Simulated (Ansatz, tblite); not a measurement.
**N-butyl-N-methylpyrrolidinium dicyanamide (C₁₁H₂₀N₄): one state, many levels**

An exercise on one series of results from a longer session: the logs are not shown, and one member is left open.

Method: as each input shows; program: Ansatz 0.2.0, Gaussian basis.

The runs, in order: GFN1-xTB, GFN2-xTB, PBE-D4/def2-TZVP, r2SCAN-D4/def2-TZVP, B97M-V/def2-TZVP, CAM-B3LYP-D4/def2-TZVP, LDA/def2-TZVP, PBE-D4/def2-SVP, PBE0-D4/def2-SVP, HF/STO-3G, CCSD(T)/def2-SVP, MP2/def2-TZVP, RPA/def2-TZVP.

1 further run of the same task is left out (it didn't finish).

## The relaxed structure

The singlet was relaxed beforehand with PBE-D4/def2-SVP.

SMILES `CCCC[N+]1(C)CCCC1.N#C[N-]C#N`, 35 atoms, charge 0, spin multiplicity 1.

Bond lengths: C1–C2 1.529 Å, C1–H11 1.111 Å, C1–H12 1.108 Å, C1–H13 1.111 Å, C2–C3 1.537 Å, C2–H14 1.112 Å, C2–H15 1.112 Å, C3–C4 1.522 Å, C3–H16 1.113 Å, C3–H17 1.111 Å, C4–N5 1.522 Å, C4–H18 1.106 Å, C4–H19 1.108 Å, N5–C6 1.503 Å, N5–C7 1.543 Å, N5–C10 1.537 Å, C6–H20 1.114 Å, C6–H21 1.105 Å and more. Angles: C2–C1–H11 111.5°, C2–C1–H12 111.2°, C2–C1–H13 111.4°, H11–C1–H12 107.5°, H11–C1–H13 107.4°, H12–C1–H13 107.5°, C1–C2–C3 112.9°, C1–C2–H14 110.1°, C1–C2–H15 110.0°, C3–C2–H14 109.2°, C3–C2–H15 108.9°, H14–C2–H15 105.5°, C2–C3–C4 110.0°, C2–C3–H16 109.0°, C2–C3–H17 108.8°, C4–C3–H16 111.7°, C4–C3–H17 110.7°, H16–C3–H17 106.6° and more.

PBE0-D4/def2-TZVP was run before; its log isn't repeated, and its numbers join the tables.

The first run:

Tight binding, by tblite at 300 K electronic temperature and without a spin-polarisation term:

```python
tblite.interface.Calculator('GFN1-xTB', numbers, positions, charge=0, uhf=0).singlepoint()
```

Tight binding, by tblite at 300 K electronic temperature and without a spin-polarisation term:

```python
tblite.interface.Calculator('GFN2-xTB', numbers, positions, charge=0, uhf=0).singlepoint()
```

start.molden holds the orbitals of an earlier run on this state, given as this run's starting guess.

Contents of in.yaml:

```yaml
crystal:
  periodic: [false, false, false]
  atoms:
    - {symbol: C, position_ang: [4.206935, 0.593530, -0.687513]}
    - {symbol: C, position_ang: [2.958549, -0.184872, -0.271712]}
    - {symbol: C, position_ang: [1.668218, 0.640419, -0.402792]}
    - {symbol: C, position_ang: [0.473257, -0.185721, 0.051100]}
    - {symbol: N, position_ang: [-0.888426, 0.482926, -0.072857]}
    - {symbol: C, position_ang: [-0.929841, 1.727908, 0.768133]}
    - {symbol: C, position_ang: [-1.983518, -0.483593, 0.425915]}
    - {symbol: C, position_ang: [-3.155828, -0.262687, -0.515320]}
    - {symbol: C, position_ang: [-2.447589, -0.117712, -1.866412]}
    - {symbol: C, position_ang: [-1.253889, 0.778696, -1.535860]}
    - {symbol: H, position_ang: [4.146704, 0.926041, -1.745950]}
    - {symbol: H, position_ang: [5.119342, -0.027038, -0.584507]}
    - {symbol: H, position_ang: [4.347468, 1.500188, -0.061479]}
    - {symbol: H, position_ang: [2.864403, -1.109667, -0.882680]}
    - {symbol: H, position_ang: [3.059721, -0.531818, 0.780017]}
    - {symbol: H, position_ang: [1.558625, 0.976356, -1.458597]}
    - {symbol: H, position_ang: [1.767581, 1.559491, 0.213748]}
    - {symbol: H, position_ang: [0.569042, -0.426107, 1.126402]}
    - {symbol: H, position_ang: [0.399005, -1.149182, -0.491446]}
    - {symbol: H, position_ang: [-0.662691, 1.435614, 1.809131]}
    - {symbol: H, position_ang: [-1.956454, 2.135739, 0.735760]}
    - {symbol: H, position_ang: [-0.224442, 2.471282, 0.356870]}
    - {symbol: H, position_ang: [-1.579533, -1.513481, 0.324160]}
    - {symbol: H, position_ang: [-2.150092, -0.278418, 1.498879]}
    - {symbol: H, position_ang: [-3.728617, 0.654882, -0.261166]}
    - {symbol: H, position_ang: [-3.859593, -1.115923, -0.479259]}
    - {symbol: H, position_ang: [-2.100331, -1.110292, -2.218945]}
    - {symbol: H, position_ang: [-3.076875, 0.322928, -2.663618]}
    - {symbol: H, position_ang: [-1.515258, 1.851619, -1.598884]}
    - {symbol: H, position_ang: [-0.366828, 0.603696, -2.169247]}
    - {symbol: N, position_ang: [-0.420130, -0.062328, 3.370209]}
    - {symbol: C, position_ang: [-0.257833, -1.227911, 3.173627]}
    - {symbol: N, position_ang: [-0.076728, -2.503832, 2.960471]}
    - {symbol: C, position_ang: [-0.195422, -2.973841, 1.740793]}
    - {symbol: N, position_ang: [-0.308942, -3.396893, 0.633008]}
basis:
  gaussian: {orbitals: def2-TZVP, fitting: {mean_field: def2-universal-jkfit}, initial_orbitals: start.molden}
hamiltonian: {xc: pbe, dispersion: d4}
scf: {omitted_lower_state_checks: [starts]}
output: {forces: true, orbitals: {seedname: orbitals}}
```

Launch:

```bash
$ ansatz run in.yaml --threads 2 --pin off --events-out ev --progress --plain --max-ram 22528MiB --backend cuda --devices 0, --max-vram 18GiB
```

Steps of the session up to this table: PBE-D4/def2-TZVP; r2SCAN-D4/def2-TZVP; B97M-V/def2-TZVP; CAM-B3LYP-D4/def2-TZVP; LDA/def2-TZVP; PBE-D4/def2-SVP; PBE0-D4/def2-SVP; HF/STO-3G; CCSD(T)/def2-SVP; MP2/def2-TZVP; RPA/def2-TZVP.

One of the session's tables, all rows but one given; the rest of the session is left out.

It belongs to the step «Binding energy». 

```
                method  binding an atom (eV)
             HF/STO-3G                 3.557
           HF/def2-SVP                     ?
          HF/def2-TZVP                 3.041
         LDA/def2-TZVP                 4.967
       PBE-D4/def2-SVP                 4.485
      PBE-D4/def2-TZVP                 4.436
   r2SCAN-D4/def2-TZVP                 4.300
      B97M-V/def2-TZVP                 4.290
      PBE0-D4/def2-SVP                 4.389
     PBE0-D4/def2-TZVP                 4.339
CAM-B3LYP-D4/def2-TZVP                 4.319
          MP2/def2-SVP                 4.170
         MP2/def2-TZVP                 4.222
         CCSD/def2-SVP                 4.053
      CCSD(T)/def2-SVP                 4.111
```

Q: Estimate the row for HF/def2-SVP from the others.

**Answer.** binding an atom (eV): 3.104. In the column «binding an atom (eV)» it lies between HF/def2-TZVP (3.041) and HF/STO-3G (3.557).

To keep in mind: Free atoms were run apart at each level; binding is atoms less cluster, divided by the number of atoms, without zero-point or spin-orbit terms.
